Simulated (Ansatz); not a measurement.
# BBrFHO: the cost of one run

Program: Ansatz 0.2.0. Level of theory: UKS B3LYP/def2-SVP. These are calculated values, not measurements.

### Step 1. The structure to begin with

Bond lengths: O1–B2 1.428 Å, B2–F3 1.419 Å, B2–Br4 1.944 Å, O1–H5 0.994 Å. Angles: O1–B2–F3 118.4°, O1–B2–Br4 122.5°, F3–B2–Br4 119.1°, B2–O1–H5 106.7°.

Coordinates:

```xyz
5

O     0.1129    1.0484    0.4565
B    -0.0941   -0.3282    0.1360
F     0.7276   -1.2993    0.7641
Br   -1.4198   -0.9098   -1.1609
H     0.7233    1.4152   -0.2371
```

### Step 2. End point A

Contents of input.yaml:

```yaml
crystal:
  periodic: [false, false, false]
  atoms:
    - { symbol: O, position_ang: [0.1129, 1.0484, 0.4565] }
    - { symbol: B, position_ang: [-0.0941, -0.3282, 0.136] }
    - { symbol: F, position_ang: [0.7276, -1.2993, 0.7641] }
    - { symbol: Br, position_ang: [-1.4198, -0.9098, -1.1609] }
    - { symbol: H, position_ang: [0.7233, 1.4152, -0.2371] }
magnetization:
  spin_polarized: true
basis:
  gaussian: { orbitals: def2-SVP }
hamiltonian:
  xc: b3lyp
relax:
  f_tol: 0.02
  max_steps: 50
```

Launch:

```sh
$ ansatz run input.yaml --threads 2 --pin off --max-ram 3072MiB --backend cpu --events-out ev --progress --plain --runs-dir out
```

What time and memory should one allow on 2 threads of Arm Neoverse V1, shared host?

About 29 s, with a peak of 0.22 GiB.
